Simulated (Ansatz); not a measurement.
# Hydrogen bromide (HBr): taking an electron away

An exercise on one series of results from a longer session: the logs are not shown, and one member is left open.

The runs use Ansatz 0.2.0, Gaussian basis; unrestricted cation, the program's frozen cores in correlated methods.

Levels to be run: UKS PBE-D4/def2-TZVPP; UKS r2SCAN-D4/def2-TZVPP; UKS PBE0-D4/def2-TZVPP; UKS B3LYP-D4/def2-TZVPP; UKS wB97X-V/def2-TZVPP; UKS wB97M-V/def2-TZVPP; UKS B2PLYP/def2-TZVPP; UHF-CCSD(T)/def2-TZVPP; UHF-CCSD(T)/def2-QZVPP; extrapolation to the limit; then −ε(HOMO) from the neutral's earlier runs with LDA (SPW92), PBE-D4, revPBE-D4, BLYP-D4, r2SCAN-D4, B97M-V, PBE0-D4, B3LYP-D4, r2SCANh-D4, r2SCAN0-D4, HSE06-D4, BHLYP-D4, CAM-B3LYP-D4, LC-ωPBE, ωB97X-V, ωB97M-V.

## The geometry

All runs share one geometry, relaxed beforehand with PBE0-D4 in a triple-zeta def2 set.

SMILES `Br`, 2 atoms, charge 0, spin multiplicity 1.

Atoms are counted from 1 here; the program's logs count them from 0.

Bond lengths: Br1–H2 1.420 Å.

Set-up of the first run:

The input, in.yaml:

```yaml
crystal:
  periodic: [false, false, false]
  atoms:
    - {symbol: Br, position_ang: [-0.603223, 0.217957, -0.305049]}
    - {symbol: H, position_ang: [0.603223, -0.217957, 0.305049]}
basis:
  gaussian: {orbitals: def2-TZVPP}
total_charge: 1
magnetization: {spin_polarized: true, initial_magnetization: 1}
hamiltonian: {xc: pbe, dispersion: d4}
```

Started as:

```bash
$ ansatz run in.yaml --threads 2 --pin off --events-out ev --progress --plain --max-ram 20480MiB --backend cpu
```

Steps of the session up to this table: Cation, UKS PBE-D4/def2-TZVPP; Cation, UKS r2SCAN-D4/def2-TZVPP; Cation, UKS PBE0-D4/def2-TZVPP; Cation, UKS B3LYP-D4/def2-TZVPP; Cation, UKS wB97X-V/def2-TZVPP; Cation, UKS wB97M-V/def2-TZVPP; Cation, UKS B2PLYP (frozen core)/def2-TZVPP; Cation, UHF-CCSD(T)/def2-TZVPP; Cation, UHF-CCSD(T)/def2-QZVPP.

One table of the session follows, with a row left open; its other results are not shown here.

It belongs to the step «Ionisation energies side by side». Orbital estimates, from the neutral's runs:

```
  functional  −ε(HOMO) (eV)
 LDA (SPW92)           7.55
      PBE-D4           7.42
   revPBE-D4           7.37
     BLYP-D4           7.25
   r2SCAN-D4           7.76
      B97M-V           7.81
     PBE0-D4           8.75
    B3LYP-D4           8.48
  r2SCANh-D4              ?
  r2SCAN0-D4           8.98
    HSE06-D4           8.35
    BHLYP-D4           9.92
CAM-B3LYP-D4          10.12
     LC-ωPBE          11.57
     ωB97X-V          11.18
     ωB97M-V          11.02
```

Q: Estimate the row for r2SCANh-D4 from the others.

Worked estimate for «−ε(HOMO) (eV)». Against the share of exact exchange, r2SCAN-D4 (0, 7.76), r2SCAN0-D4 (0.25, 8.98) give a slope of 4.88 per unit share; at 0.1 the line stands at 8.25.

**Answer.** −ε(HOMO) (eV): 8.24. In «−ε(HOMO) (eV)» the line misses by +0.01.
